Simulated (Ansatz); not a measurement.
# Sn3BC: what a guessed cell relaxes into, part 2 of 2

Where does this trial cell of Sn3BC go when cell and atoms are let free?

Ansatz 0.2.0; DFT PBE, scalar-relativistic, plane waves, PAW.

**4. Relaxation on the finer mesh**

The end of the coarse run is made exact in the group found at a tolerance of 0.06 Å and reduced to its primitive cell.

File input.yaml:

```yaml
crystal:
  lattice:
    - [4.71458686, 0.0, 0.0]
    - [0.0, 4.71458686, 0.0]
    - [0.0, 0.0, 4.71458686]
  atoms:
    - { symbol: Sn, position: [0.0, 0.5, 0.5] }
    - { symbol: Sn, position: [0.5, 0.0, 0.5] }
    - { symbol: Sn, position: [0.5, 0.5, 0.0] }
    - { symbol: B, position: [0.5, 0.5, 0.5] }
    - { symbol: C, position: [0.0, 0.0, 0.0] }
basis:
  ecutwfc: 420
kpoints:
  mp_grid: { grid: [8, 8, 8] }
hamiltonian:
  xc: pbe
scf:
  occupations: { method: gaussian, width: 0.1 }
output:
  forces: true
  stress: true
  eigenvalues: true
relax:
  adjacent_minimum: "off"
  f_tol: 0.01
  max_steps: 80
  cell: { stress_tol: 0.05 }
```

Launch:

```console
$ ansatz run input.yaml --threads 1 --pin off --max-ram 2560MiB --backend cpu --events-out ev --progress --plain --runs-dir out
```

The program printed (excerpt; [...] marks lines left out):

```text
Warning: RAYON_NUM_THREADS=1 ignored (pool sized by the plan → 1); use --threads N
[...]
Pseudopotentials: kind: paw
Pseudopotential: Sn, paw, valence charge 14, recommended cutoff 420 eV (normal), Sn.paw.azcp
Pseudopotential: B, paw, valence charge 3, recommended cutoff 420 eV (normal), B.paw.azcp
Pseudopotential: C, paw, valence charge 4, recommended cutoff 420 eV (normal), C.paw.azcp
Functional definition: PBE
[...]
Crystal: 5 atoms, lattice volume = 104.793 Å³
Basis set: ecut = 420 eV, 2103 PW (Γ), exchange–correlation on 64×64×64 points (8 copies of the dense FFT grid, shifted against one another)
Bands: 30, of which v1, the nominal top of the filled ones, is band 25 counted from 1 (24 counted from 0)
Symmetry: 48 space group operations
Space group: Pm-3m (ITA 221), of the structure as read, at distance tolerance 4.7e-5 Å
k-points: 35 of 512
[...]
        0.000000      -0.007608       0.000000
        0.000000       0.000000      -0.007608
  P = ⅓ Tr σ = -0.0076 GPa (-0.076 kbar)
--- Band table (eV; the first three rows and the last of 35) ---
[...]
--- Relaxed structure (3 steps of the walk, 3 accepted, 1 SCFs on fresh bases) ---
  F+E_penalty+E_count = -18471.26407382 eV   max|allowed force component| = 1.042e-28 eV/Å   (the final SCF, on the basis selected at the relaxed cell)
  cell:  # Å, volume = 103.8659 Å³
    - [4.700646567488645, 0.0, -2.5679065925163143e-34]
    - [2.5679065925163143e-34, 4.700646567488645, 0.0]
    - [0.0, 0.0, 4.700646567488645]
  atoms:
    - { symbol: Sn, position: [-5.106306239848803e-37, 0.49999999999999994, 0.49999999999999994] }
    - { symbol: Sn, position: [0.49999999999999994, 6.861599010856507e-37, 0.49999999999999994] }
    - { symbol: Sn, position: [0.49999999999999994, 0.49999999999999994, -9.57432419967167e-38] }
    - { symbol: B, position: [0.49999999999999994, 0.49999999999999994, 0.49999999999999994] }
    - { symbol: C, position: [2.468048015934382e-36, 2.1409252727691856e-37, -4.255255200335802e-38] }
```

Run time: 52 s. Hardware: 1 thread of Arm Neoverse N1, shared host; peak memory 0.4 GiB.

Step by step:

| step | energy from step 1 (eV/cell) | largest force component (eV/Å) | pressure (GPa) | volume (Å³) |
| --- | --- | --- | --- | --- |
| 1 | 0.0000 | 0.0000 | -0.51 | 104.79 |
| 2 | -0.0021 | 0.0000 | 0.21 | 103.50 |
| 3 | -0.0021 | 0.0000 | 0.00 | 103.87 |
| 4 | -0.0015 | 0.0000 | -0.01 | 103.87 |

Step 1 is the start. Step 4 repeats the geometry before it on a plane-wave basis chosen anew for that cell, so its energy need not be comparable with the rows above.

|  | before | after | change |
| --- | --- | --- | --- |
| a (Å) | 4.715 | 4.701 | -0.3 % |
| b (Å) | 4.715 | 4.701 | -0.3 % |
| c (Å) | 4.715 | 4.701 | -0.3 % |
| volume (Å³/atom) | 20.96 | 20.77 | -0.9 % |
| shortest distance (Å) | 2.357 | 2.350 | -0.3 % |
| space group (0.01 Å) | Pm-3m | Pm-3m | same |

The run keeps the 48 symmetry operations of the start, so it could not have lowered the symmetry.

**5. Changed: xc pbesol, ecutwfc left out**

File input.yaml:

```yaml
crystal:
  lattice:
    - [4.7006465675, 0.0, 0.0]
    - [0.0, 4.7006465675, 0.0]
    - [0.0, 0.0, 4.7006465675]
  atoms:
    - { symbol: Sn, position: [0.0, 0.5, 0.5] }
    - { symbol: Sn, position: [0.5, 0.0, 0.5] }
    - { symbol: Sn, position: [0.5, 0.5, 0.0] }
    - { symbol: B, position: [0.5, 0.5, 0.5] }
    - { symbol: C, position: [0.0, 0.0, 0.0] }
kpoints:
  mp_grid: { grid: [8, 8, 8] }
hamiltonian:
  xc: pbesol
scf:
  occupations: { method: gaussian, width: 0.1 }
output:
  forces: true
  eigenvalues: true
  stress: true
```

Launch:

```console
$ ansatz run input.yaml --threads 1 --pin off --max-ram 2560MiB --backend cpu --events-out ev --progress --plain --runs-dir out
```

The program printed (excerpt; [...] marks lines left out):

```text
Warning: RAYON_NUM_THREADS=1 ignored (pool sized by the plan → 1); use --threads N
[...]
[... 4 set-up lines as earlier in the session ...]
Functional definition: PBEsol
[...]
Crystal: 5 atoms, lattice volume = 103.866 Å³
Basis set: ecut = 420 eV, 2007 PW (Γ), exchange–correlation on 64×64×64 points (8 copies of the dense FFT grid, shifted against one another)
Bands: 30, of which v1, the nominal top of the filled ones, is band 25 counted from 1 (24 counted from 0)
[... 2 set-up lines as earlier in the session ...]
k-points: 35 of 512
[...]
SCF iter   1: F=—  HF=-18240.513841 eV  |F-HF|=—  |Δ(HF+E_count)|=         —  Δρ=9.51e-3  dr2=1.76e-1  ethr=1.77e-3  ⟨swp⟩=7.4  Hψ=4741  notcnv=0
[...]
SCF iter   7: F=-18240.474018 eV  HF=-18240.474018 eV  |F-HF|=2.94e-8  |Δ(HF+E_count)|=   5.27e-7  Δρ=5.70e-6  dr2=4.73e-8  ethr=2.04e-10  ⟨swp⟩=8.1  Hψ=5480  notcnv=0
[...]
SCF converged after 7 iterations
Free energy (F): -18240.474018 eV
[...]
E sigma→0 (E₀):  -18240.465094 eV
Entropy (-TS):   -0.017848 eV (-3.570 meV/atom)
Fermi energy:    9.188932 eV
[...]
--- Forces (eV/Å), atoms counted from 1 ---
  atom   1  Sn     0.00000000     0.00000000    -0.00000000
  atom   2  Sn     0.00000000    -0.00000000    -0.00000000
  atom   3  Sn     0.00000000    -0.00000000    -0.00000000
  atom   4  B      0.00000000    -0.00000000     0.00000000
  atom   5  C     -0.00000000    -0.00000000    -0.00000000
[...]
--- Stress (GPa, compression-positive) ---
       -2.971056       0.000000       0.000000
        0.000000      -2.971056       0.000000
        0.000000       0.000000      -2.971056
  P = ⅓ Tr σ = -2.9711 GPa (-29.711 kbar)
--- Band table (eV; the first three rows and the last of 35) ---
[...]
```

It took 16 s on 1 thread of Arm Neoverse N1, shared host; peak memory 0.38 GiB.

```csv
run,ending,energy change,pressure (GPa),gap (eV),force (eV/Å),cycles,time
step 4,converged,-,0.0,0.00,0.00,-,52 s
variant,converged,not comparable,-3.0,0.00,0.00,7,16 s
```

A change of functional puts the total energy on another scale; the pressure goes from 0.0 to -3.0 GPa. At this fixed cell a lower pressure means that this functional prefers a smaller volume than the reference.

**6. What came out**

The summary covers parts 1 to 2. Changes of volume or cell count from the first structure of part 1.

| quantity | value |
| --- | --- |
| symmetry at the end (tolerance 0.05 Å) | space group Pm-3m (No. 221) |
| conventional cell | a = 4.701 Å, b = 4.701 Å, c = 4.701 Å, α = 90.00°, β = 90.00°, γ = 90.00° |
| volume | 20.77 Å³/atom |
| energy over the elements, grey Sn | +1.65 eV/atom |
| gap on the mesh | none (metal) |

The space group Pm-3m (No. 221) is kept, and the volume per atom grows by 9.9 % from the first guess. With a positive formation energy it can't be a ground state. No finished test with a distortion of lower symmetry is shown, so the end may be a saddle point.
